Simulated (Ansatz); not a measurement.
# CH7BOSSi: the cost of one run

All numbers below are computed with Ansatz 0.2.0 (RKS r2SCAN/6-31G*).

## 1. The system as given

Bond lengths: C1–B2 1.540 Å, B2–Si3 1.933 Å, Si3–O4 1.704 Å, Si3–S5 2.135 Å, C1–H6 1.127 Å, C1–H7 1.074 Å, C1–H8 1.169 Å, B2–H9 1.227 Å, Si3–H10 1.516 Å, O4–H11 1.060 Å, S5–H12 1.444 Å. Angles (14 of 17 angles, heavy atoms first): C1–B2–Si3 119.3°, B2–Si3–O4 112.2°, B2–Si3–S5 111.0°, O4–Si3–S5 110.5°, C1–B2–H9 119.9°, Si3–B2–H9 120.8°, B2–C1–H6 111.3°, B2–C1–H7 112.7°, B2–C1–H8 107.1°, B2–Si3–H10 107.6°, O4–Si3–H10 106.0°, S5–Si3–H10 109.4°, Si3–O4–H11 100.3°, Si3–S5–H12 91.3°.

Coordinates:

```xyz
12

C    -1.5115   -0.3064    0.7757
B    -0.0163   -0.0286    1.0209
Si    1.2043   -0.0360   -0.4780
O     1.2661   -1.5549   -1.2490
S     0.7046    1.4955   -1.8788
H    -2.1094   -0.1989    1.7254
H    -1.6854   -1.2567    0.3063
H    -1.9082    0.5410    0.0755
H     0.3878    0.1812    2.1603
H     2.5969    0.2135    0.0654
H     0.2748   -1.6215   -1.6177
H     0.8732    2.5167   -0.8720
```

## 2. Relaxing end A

input.yaml reads:

```yaml
crystal:
  periodic: [false, false, false]
  atoms:
    - { symbol: C, position_ang: [-1.5115, -0.3064, 0.7757] }
    - { symbol: B, position_ang: [-0.0163, -0.0286, 1.0209] }
    - { symbol: Si, position_ang: [1.2043, -0.036, -0.478] }
    - { symbol: O, position_ang: [1.2661, -1.5549, -1.249] }
    - { symbol: S, position_ang: [0.7046, 1.4955, -1.8788] }
    - { symbol: H, position_ang: [-2.1094, -0.1989, 1.7254] }
    - { symbol: H, position_ang: [-1.6854, -1.2567, 0.3063] }
    - { symbol: H, position_ang: [-1.9082, 0.541, 0.0755] }
    - { symbol: H, position_ang: [0.3878, 0.1812, 2.1603] }
    - { symbol: H, position_ang: [2.5969, 0.2135, 0.0654] }
    - { symbol: H, position_ang: [0.2748, -1.6215, -1.6177] }
    - { symbol: H, position_ang: [0.8732, 2.5167, -0.872] }
basis:
  gaussian: { orbitals: "6-31G*" }
hamiltonian:
  xc: r2scan
relax:
  f_tol: 0.02
  max_steps: 50
```

Launch:

```console
ansatz run input.yaml --threads 2 --pin off --max-ram 3072MiB --backend cpu --events-out ev --progress --plain --runs-dir out
```

What time and memory should one allow on 2 threads of Arm Neoverse V1, shared host?

About 91 s, with a peak of 0.2 GiB.
